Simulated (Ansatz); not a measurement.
**AgI2: equation of state with PBE**

The system is AgI2.

```xyz
3
Lattice="4.2857 0.0000 0.0000 0.0000 4.2857 0.0000 0.0000 0.0000 6.3548" Properties=species:S:1:pos:R:3 pbc="T T T"
I     0.0000    2.1429    1.4123
I     2.1429    0.0000    4.9425
Ag    0.0000    0.0000    3.1774
```

The cell comes from a database or a generator and needn't be the stable form of this composition.

```yaml
Program: Ansatz 0.2.0
Task: equation of state
Functional: PBE
Potentials_or_basis: Ansatz PAW
Cutoff: 420 eV
Density_cutoff: 1680 eV
k_mesh: 6 × 6 × 4
Occupations: fermi-dirac, width 0.05 eV
Spin: no spin polarisation
```

```yaml
Equilibrium_volume: 38.60 Å³/atom
Bulk_modulus_at_fixed_shape_and_positions: 24 GPa
Pressure_derivative_of_the_bulk_modulus: 5.5
```

Energy against volume, from the lowest point:
| volume (Å³/atom) | energy (meV/atom) |
| --- | --- |
| 36.573 | 8.91 |
| 37.351 | 3.13 |
| 38.129 | 0.28 |
| 38.907 | 0.00 |
| 39.685 | 1.98 |
| 40.463 | 5.93 |
| 41.241 | 11.62 |

All runs of the series together: 41 s on 2 threads of Intel(R) Xeon(R) Processor @ 2.70GHz, on a shared host.

Caveat: the cell was scaled at fixed shape and fractional positions, which overstates the stiffness of a crystal with free parameters, most of all of layers and chains. The run has no spin-orbit coupling, so splittings on I are missing.
